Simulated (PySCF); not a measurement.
**[WO3Br]−: other functionals and bases at one geometry**

An exercise on one series of results from a longer session: the logs are not shown, and one member is left open.

The runs use PySCF 2.14.0; several levels, as the steps say, no spin–orbit coupling.

4 further runs of the same task are left out: 2 for a known fault of the program, 1 that didn't finish, 1 set aside as unsound or not needed.

## Starting geometry

5 atoms, charge -1, spin multiplicity 1.

Bond lengths: W1–O2 1.760 Å, W1–O3 1.760 Å, W1–O4 1.760 Å, W1–Br5 2.535 Å. Angles: O2–W1–O3 108.6°, O2–W1–O4 108.6°, O2–W1–Br5 110.4°, O3–W1–O4 108.6°, O3–W1–Br5 110.4°, O4–W1–Br5 110.4°.

Coordinates:

| atom | x (Å) | y (Å) | z (Å) |
| --- | --- | --- | --- |
| W1 | 0.2842 | -0.2842 | 0.2842 |
| O2 | 1.3113 | 0.7095 | 1.3113 |
| O3 | -0.7095 | -1.3113 | 1.3113 |
| O4 | 1.3113 | -1.3113 | -0.7095 |
| Br5 | -1.1796 | 1.1796 | -1.1796 |

Formal oxidation states: W +6. An earlier session relaxed this geometry at TPSS, W def2-SVP with ECP60, O def2-SVP, Br def2-SVP (singlet, point group C3v).

At TPSS on the finer grid: E = -2866.699261 Eh, HOMO -1.85 eV, LUMO 3.01 eV, Mulliken charge on W1 +0.85 e, largest force component 0.020 eV/Å. 

Levels to run: r2SCAN; HF; TPSSh; wB97X; TPSS, TZVP; TPSS, x2c-SVP. Hardware: 2 threads of Arm Neoverse V1, shared host.

The first run:

File run.py (the lines that set the calculation):

```python
mol = gto.M(atom='''
W      0.28421    -0.28421     0.28421
O      1.31128     0.70950     1.31128
O     -0.70950    -1.31128     1.31128
O      1.31128    -1.31128    -0.70950
Br    -1.17961     1.17961    -1.17961''',
    basis={'W': 'def2-SVP', 'O': 'def2-SVP', 'Br': 'def2-SVP'},
    ecp={'W': 'def2-SVP'},
    charge=-1, spin=0)
mf = dft.RKS(mol, xc='R2SCAN')
mf.grids.atom_grid = (75, 302)
mf = mf.density_fit()  # fitting sets: W def2-universal-JKFIT, O def2-universal-JKFIT, Br def2-universal-JKFIT
mf.conv_tol = 1e-08; mf.max_cycle = 55
mf.kernel(dm0)  # dm0: the density of the relaxed state
```

The run is started by

```
> OMP_NUM_THREADS=2 python run.py
```

Among the steps run: r2SCAN; HF; TPSSh; wB97X; TPSS, TZVP; TPSS, x2c-SVP.

One table of the session follows, with a row left open; its other results are not shown here.

| level | HOMO (eV) | gap (eV) | charge on W1 (e) | dipole (D) | largest force component (eV/Å) |
| --- | --- | --- | --- | --- | --- |
| TPSS (relaxed here) | -1.85 | 4.86 | 0.85 | 2.97 | 0.02 |
| r2SCAN | -2.16 | 5.13 | 0.92 | 3.05 | 0.37 |
| HF | -7.33 | 13.95 | 1.51 | 3.91 | 2.26 |
| TPSSh | -2.51 | 5.78 | 0.92 | 3.05 | 0.31 |
| wB97X | -5.80 | 11.55 | 0.94 | 3.21 | 1.03 |
| TPSS, TZVP | ? | ? | ? | ? | ? |
| TPSS, x2c-SVP | -1.98 | 4.63 | 0.67 | 3.06 | 0.61 |

Q: Estimate the row for TPSS, TZVP from the others.

**Answer.** HOMO (eV): -2.04; gap (eV): 4.77; charge on W1 (e): 1.29; dipole (D): 3.02; largest force component (eV/Å): 0.08. In the column «HOMO (eV)» it lies between r2SCAN (-2.16) and TPSS, x2c-SVP (-1.98).

The dipole of a charged species depends on the origin, so these sizes hold for this origin alone.

In one basis the HOMO–LUMO gap runs from 4.86 eV (TPSS) to 13.95 eV (HF). The largest leftover force, 2.26 eV/Å with HF, stands at a geometry relaxed at another level. Total energies of different levels can't be compared.
